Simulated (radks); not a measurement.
# Numerical settings for As

Aim: see which numerical settings matter for neutral arsenic. Each run changes a setting or two against a run with the defaults. The defaults are a mesh step of 0.008 in ln r, a mesh end at 40 bohr or more, Anderson mixing 0.5 over 9 steps and a tight residual threshold, with the energy settled to 1e-9 hartree as well; every run has a cap on iterations.

Program: radks (a radial shooting solver on a logarithmic mesh, Libxc functionals) version 1. Level of theory: Dirac Kohn-Sham, LDA (Slater exchange, Perdew-Wang correlation), spin-unpolarised, spherical densities, point nucleus; open shells are shared between the two j in proportion to 2j + 1. These are calculated values, not measurements, unless marked.

### Step 1. What is computed

```
element       : arsenic (Z = 33)
charge        : 0
electrons     : 33
configuration : [Ar] 3d10 4s2 4p3
```

The outer shells:

As
```
[Ar] core
3d [↑↓][↑↓][↑↓][↑↓][↑↓]
4s [↑↓]
4p [↑ ][↑ ][↑ ]
```

### Step 2. Default settings

The run's settings:

```text
Z 33
configuration [Ar] 3d10 4s2 4p3
relativity Dirac
functional lda,pw
spin unpolarised
j_filling average
nucleus point
c 137.035999084
max_iterations 77
```

Launch:

```
> python run_ks.py task.json out
```

This one command runs every case of the session in turn.

### Step 3. Mesh step in ln r 0.02

Settings, as their differences from step 2:

```diff
@@ -8,2 +8,3 @@
 c 137.035999084
+mesh_step 0.02
 max_iterations 77
```

### Step 4. Mesh step in ln r 0.005

Settings, as their differences from step 3:

```diff
@@ -8,3 +8,3 @@
 c 137.035999084
-mesh_step 0.02
+mesh_step 0.005
 max_iterations 77
```

### Step 5. Mesh step in ln r 0.003

Settings, as their differences from step 4:

```diff
@@ -8,3 +8,3 @@
 c 137.035999084
-mesh_step 0.005
+mesh_step 0.003
 max_iterations 77
```

### Step 6. Mesh end (bohr) 12

Settings, as their differences from step 5:

```diff
@@ -8,3 +8,3 @@
 c 137.035999084
-mesh_step 0.003
+mesh_end 12
 max_iterations 77
```

### Step 7. Mesh end (bohr) 5

Settings, as their differences from step 6:

```diff
@@ -8,3 +8,3 @@
 c 137.035999084
-mesh_end 12
+mesh_end 5
 max_iterations 77
```

### Step 8. Residual threshold 1e-05

Settings, as their differences from step 7:

```diff
@@ -8,3 +8,3 @@
 c 137.035999084
-mesh_end 5
+threshold 1e-05
 max_iterations 77
```

### Step 9. Residual threshold 0.1

Settings, as their differences from step 8:

```diff
@@ -8,3 +8,3 @@
 c 137.035999084
-threshold 1e-05
+threshold 0.1
 max_iterations 77
```

### Step 10. Mixing 0.05

Settings, as their differences from step 9:

```diff
@@ -8,3 +8,3 @@
 c 137.035999084
-threshold 0.1
+mixing 0.05
 max_iterations 77
```

### Step 11. Mixing history 1, mixing 1

Settings, as their differences from step 10:

```diff
@@ -8,3 +8,4 @@
 c 137.035999084
-mixing 0.05
+history 1
+mixing 1
 max_iterations 77
```

### Step 12. Mixing history 1, mixing 0.8

Settings, as their differences from step 11:

```diff
@@ -9,3 +9,3 @@
 history 1
-mixing 1
+mixing 0.8
 max_iterations 77
```

### Step 13. Mixing history 2

Settings, as their differences from step 12:

```diff
@@ -8,4 +8,3 @@
 c 137.035999084
-history 1
-mixing 0.8
+history 2
 max_iterations 77
```

### Step 14. Iteration cap 2

Settings, as their differences from step 13:

```diff
@@ -8,3 +8,2 @@
 c 137.035999084
-history 2
-max_iterations 77
+max_iterations 2
```

**Question.** What will these runs give? Wanted: for each run, setting; iterations; converged; change of E.

**Answer**, as computed:

```
                     setting  mesh points  iterations  converged  change of E (mhartree)    time
            Default settings         2669          15        yes                       0  0.09 s
      mesh step in ln r 0.02         1068          15        yes                       0  0.04 s
     mesh step in ln r 0.005         4270          15        yes                       0  0.14 s
     mesh step in ln r 0.003         7116          15        yes                       0  0.23 s
          mesh end (bohr) 12         2326          15        yes                +0.01295  0.08 s
           mesh end (bohr) 5         2216          14        yes                  +85.53  0.08 s
    residual threshold 1e-05         2669          10        yes                       0  0.07 s
      residual threshold 0.1         2669           9        yes              +0.0003996  0.07 s
                 mixing 0.05         2669          22        yes                       0  0.14 s
  mixing history 1, mixing 1         2669          77         no                       -   1.8 s
mixing history 1, mixing 0.8         2669          77         no                       -   0.5 s
            mixing history 2         2669          19        yes                       0   0.1 s
             iteration cap 2         2669           2         no                       -  0.02 s
```

**Reading.** A zero stands for a change under the printed digits. Converged yet off by more than 1 mhartree: mesh end (bohr) 5. Convergence of the cycle says nothing about the mesh. Not converged or rejected: mixing history 1, mixing 1; mixing history 1, mixing 0.8; iteration cap 2. A mesh that ends early acts as a hard wall.
